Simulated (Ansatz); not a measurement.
**C₂H₄BN: how energies converge with the basis set**

An exercise on one series of results from a longer session: the logs are not shown, and one member is left open.

The runs use Ansatz 0.2.0, Gaussian basis; one geometry, several basis sets.

Levels to be run: PBE0-D4/def2-SVP; ωB97M-V/def2-SVP; PBE0-D4/def2-QZVPP; ωB97M-V/def2-QZVPP; the functionals' def2-TZVPP values are taken from earlier runs.

### The geometry

All runs share one geometry, relaxed beforehand with PBE0-D4 in a triple-zeta def2 set.

SMILES `BC#CN`, 8 atoms, charge 0, spin multiplicity 1.

Atoms are counted from 1 here; the program's logs count them from 0.

Bond lengths: B1–C2 1.468 Å, B1–H5 1.197 Å, B1–H6 1.197 Å, C2–C3 1.225 Å, C3–N4 1.307 Å, N4–H7 1.006 Å, N4–H8 1.006 Å. Angles: C2–B1–H5 120.1°, C2–B1–H6 120.1°, H5–B1–H6 119.8°, B1–C2–C3 180.0°, C2–C3–N4 180.0°, C3–N4–H7 121.2°, C3–N4–H8 121.2°, H7–N4–H8 117.6°.

The first run:

Input file in.yaml:

```yaml
crystal:
  periodic: [false, false, false]
  atoms:
    - {symbol: B, position_ang: [-0.490890, 1.916587, -0.227472]}
    - {symbol: C, position_ang: [-0.122350, 0.504662, -0.065708]}
    - {symbol: C, position_ang: [0.185251, -0.673725, 0.069504]}
    - {symbol: N, position_ang: [0.513633, -1.930105, 0.213317]}
    - {symbol: H, position_ang: [0.038353, 2.582155, -1.069515]}
    - {symbol: H, position_ang: [-1.321509, 2.405058, 0.482159]}
    - {symbol: H, position_ang: [1.209806, -2.357022, -0.373732]}
    - {symbol: H, position_ang: [0.079905, -2.504810, 0.915547]}
basis:
  gaussian: {orbitals: def2-SVP}
hamiltonian: {xc: pbe0, dispersion: d4}
output: {orbitals: {seedname: orbitals}}
```

On the command line:

```sh
$ ansatz run in.yaml --threads 2 --pin off --events-out ev --progress --plain --max-ram 4352MiB
```

Steps of the session up to this table: PBE0-D4 in def2-SVP; ωB97M-V in def2-SVP; PBE0-D4 in def2-QZVPP; ωB97M-V in def2-QZVPP.

One table of the session follows, with a row left open; its other results are not shown here.

It belongs to the step «Density functionals: the series». 

```
functional       basis  HOMO (eV)
   PBE0-D4    def2-SVP      -6.96
   PBE0-D4  def2-TZVPP          ?
   PBE0-D4  def2-QZVPP      -7.09
   ωB97M-V    def2-SVP      -9.06
   ωB97M-V  def2-TZVPP      -9.19
   ωB97M-V  def2-QZVPP      -9.21
```

Q: Estimate the row for PBE0-D4, def2-TZVPP from the others.

As computed: HOMO (eV): -7.06. In the column «HOMO (eV)» it lies between PBE0-D4, def2-QZVPP (-7.09) and PBE0-D4, def2-SVP (-6.96).
